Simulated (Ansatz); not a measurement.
Geometry optimisation, Ansatz 0.2.0, DFT PBE, scalar-relativistic, plane waves, PAW.

input.yaml

```yaml
crystal:
  lattice:
    - [-2.29, -3.966396, 0.0]
    - [3.435, -1.983198, 0.0]
    - [0.0, 0.0, 7.17686]
  atoms:
    - { symbol: Be, position: [0.75000007, 0.50000004, 0.0] }
    - { symbol: Be, position: [0.50000004, 0.33333336, 0.25] }
    - { symbol: Be, position: [0.75000007, 0.50000004, 0.5] }
    - { symbol: Be, position: [0.50000004, 0.33333336, 0.75] }
    - { symbol: Be, position: [0.50000003, 2.0e-08, 0.0] }
    - { symbol: Be, position: [0.25000004, 0.83333336, 0.25] }
    - { symbol: Be, position: [0.50000003, 2.0e-08, 0.5] }
    - { symbol: Be, position: [0.25000004, 0.83333336, 0.75] }
    - { symbol: Be, position: [0.25000003, 0.50000002, 0.0] }
    - { symbol: Be, position: [1.0e-08, 0.33333334, 0.25] }
    - { symbol: Be, position: [0.25000003, 0.50000002, 0.5] }
    - { symbol: Be, position: [1.0e-08, 0.33333334, 0.75] }
    - { symbol: Be, position: [0.0, 0.0, 0.0] }
    - { symbol: Be, position: [0.75000008, 0.83333338, 0.25] }
    - { symbol: Be, position: [0.0, 0.0, 0.5] }
    - { symbol: Be, position: [0.75000008, 0.83333338, 0.75] }
    - { symbol: Be, position: [0.4899678, 0.66712011, 0.37172792] }
basis:
  ecutwfc: 420.0
kpoints:
  mp_grid: { grid: [5, 5, 3] }
hamiltonian:
  xc: pbe
scf:
  occupations: { method: gaussian, width: 0.15 }
  lower_state_search: "off"
relax:
  f_tol: 0.03
  max_steps: 60
  adjacent_minimum: "off"
```

Command:

```bash
$ ansatz run input.yaml --threads 1 --pin off --max-ram 3072MiB --backend cpu --events-out ev --progress --plain --runs-dir out
```

Task: Where does it end, and by what steps?

Result: The run converged. Limits of this set-up: coarse k mesh. After 11 steps the energy has fallen by 4.320 eV; Be6 moved furthest, 0.96 Å. Joined: Be1–Be6.

```csv
step,energy less start (eV),largest force component (eV/Å),accepted
0,0.0000,4.010,yes
1,-1.7649,2.232,yes
2,-3.1567,0.495,yes
3,-3.3945,0.383,yes
4,-3.5344,0.656,yes
5,-3.5806,0.974,yes
6,-3.9713,0.373,yes
7,-4.1271,0.289,yes
8,-4.1667,0.684,yes
9,-4.3155,0.113,yes
10,-4.3199,0.039,yes
11,-4.3203,0.019,yes
```

```xyz
17
Lattice="-2.2900 -3.9664 0.0000 3.4350 -1.9832 0.0000 0.0000 0.0000 7.1769" Properties=species:S:1:pos:R:3
Be 0.133 -4.566 -0.050
Be -0.333 -2.157 2.052
Be -0.038 -3.946 3.562
Be -0.162 -2.776 5.617
Be -1.403 -1.874 0.143
Be 2.763 -2.370 1.003
Be -1.299 -2.032 3.820
Be 2.279 -2.560 5.696
Be 0.797 -1.975 0.192
Be 1.294 -0.781 1.810
Be 0.954 -2.043 3.854
Be 1.137 -0.712 5.325
Be 0.633 0.208 -0.188
Be 1.204 -4.848 1.859
Be -0.189 -0.197 3.482
Be 1.101 -4.692 5.359
Be 1.457 -2.966 2.192
```

Whether the end is a true minimum wasn't checked by a vibrational analysis.

The run took 2.2 min on 1 thread of Arm Neoverse V1, on a shared host, peak memory 0.41 GiB.
